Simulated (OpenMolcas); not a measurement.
# Ta⁴⁺ among point charges: CASSCF and CASPT2 levels and susceptibility

How does a field of 2 point charges split the states of Ta⁴⁺, and what χT follows?

Program: OpenMolcas 26.06. Level of theory: state-averaged CASSCF and CASPT2, spin-orbit coupling by RASSI with atomic mean-field integrals. These are calculated values, not measurements, unless marked.

## (1) The atom as given

- Species: Ta⁴⁺ (tantalum, Z = 73, 69 electrons)
- Basis: ANO-RCC-VDZP [7s6p4d2f1g], 68 functions
- Scalar Hamiltonian: DKH2, point nucleus
- Inactive shells: 1s 2s 2p 3s 3p 3d 4s 4p 4d 4f 5s 5p
- Active space: 1 electron in 5 orbitals (5d)
- Some configurations of this space: 5d
- Orbitals: optimised for each spin and parity, averaged over all roots

The outer shells:

5d
```
5d [↑ ][  ][  ][  ][  ]
```

The ion sits among 2 point charges of -1 e arranged as a linear pair (D∞h), 2.05 Å from the ion.

The work runs as a chain of OpenMolcas steps in one folder; each step below is one input file. Labels, J, g values, rates, χT and fits are worked out afterwards by a script from the matrices that RASSI stores. The input lists half of the charges; inversion (Group=XYZ) makes the rest.

## (2) One- and two-electron integrals

a.inp

```
&GATEWAY
Coord
1

Ta 0.0 0.0 0.0
Basis=ANO-RCC-VDZP
Group=XYZ
NoMove
AngMom=0.0 0.0 0.0
AMFI
XField
1 Angstrom 0
0.000000 0.000000 2.050000 -1.000000
&SEWARD
```

Run with:

```
$ OMP_NUM_THREADS=1 MOLCAS_MEM=1689 MOLCAS_PROJECT=a pymolcas a.inp > a.log
```

## (3) Reference wave functions, doublets of even parity, 5 roots

a.inp

```
&RASSCF
FileOrb=start.orb
Symmetry=1
Spin=2
nActEl=1 0 0
Inactive=15 19
Ras2=5 0
CIRoot=5 5 1
SDav=5
CIMx=300
Iter=120 100
PrWF=0.3
OrbListing=Nothing
MaxOrb=0
>>> COPY $Project.JobIph JOB001
```

start.orb holds the contracted functions of the basis, ordered by shell, or the orbitals of the step before.

## (4) RASSI: spin-orbit coupling between the states

a.inp

```
&RASSI
NrOfJobIphs=1 5
1 2 3 4 5
IphNames
JOB001
EJob
SpinOrbit
DIPRint=1.0
SOCoupling=1000.0
Subsets=2
Property=9
'ANGMOM' 1 'ANGMOM' 2 'ANGMOM' 3 'MLTPL  1' 1 'MLTPL  1' 2 'MLTPL  1' 3
'AMFI' 1 'AMFI' 2 'AMFI' 3
SOProperty=3
'ANGMOM' 1 'ANGMOM' 2 'ANGMOM' 3
```

## (5) CASPT2: IPEA 0.25, imaginary shift 0.1 (closed shells correlated: 4f 5s 5p)

a.inp

```
>>> COPY JOB001 $Project.JobIph
&CASPT2
Multistate=5 1 2 3 4 5
NoMult
Frozen=14 9
IPEA=0.25
Imaginary=0.1
MaxIter=60
WThr=0.0 0.3 0.05
PrWF=0.5
NoMix
```

(Steps that only read results are left out.)

What does the calculation give? Wanted: spin-free ground state; first state of the same spin within the active space; lowest level; next level.

The runs gave:

| quantity | value |
| --- | --- |
| method | SS-CASPT2, IPEA 0.25, imaginary shift 0.1 (closed shells correlated: 4f 5s 5p) |
| spin-free ground state | 2Delta, 2-fold in its orbital part |
| first state of the same spin within the active space | 2Pi at 8650 cm⁻¹ |
| lowest level | 2-fold, g = 0.00, 0.00, 2.09 |
| next level | 6790.8 cm⁻¹ |
| χT at 300 K | 0.15 cm³ K/mol |
| effective moment at 300 K | 1.11 μB |

Cost by method:

```csv
method,time of its own steps,time with the reference
A. CASSCF,1.3 s,1.3 s
"B. SS-CASPT2, IPEA 0.25, imaginary shift 0.1, +4f 5s 5p",0.62 s,1.9 s
```

Times are of one thread on a shared host.

In words: The spin-free ground state (2Delta) comes to 100 % from free-ion D terms and keeps the highest spin of the shell. χT at 300 K is 0.15, against 0.38 cm³ K/mol for the spin alone, so orbital moment lowers it. The field of point charges can differ much from that of real complexes. This is an electrostatic model: the charges have no orbitals.
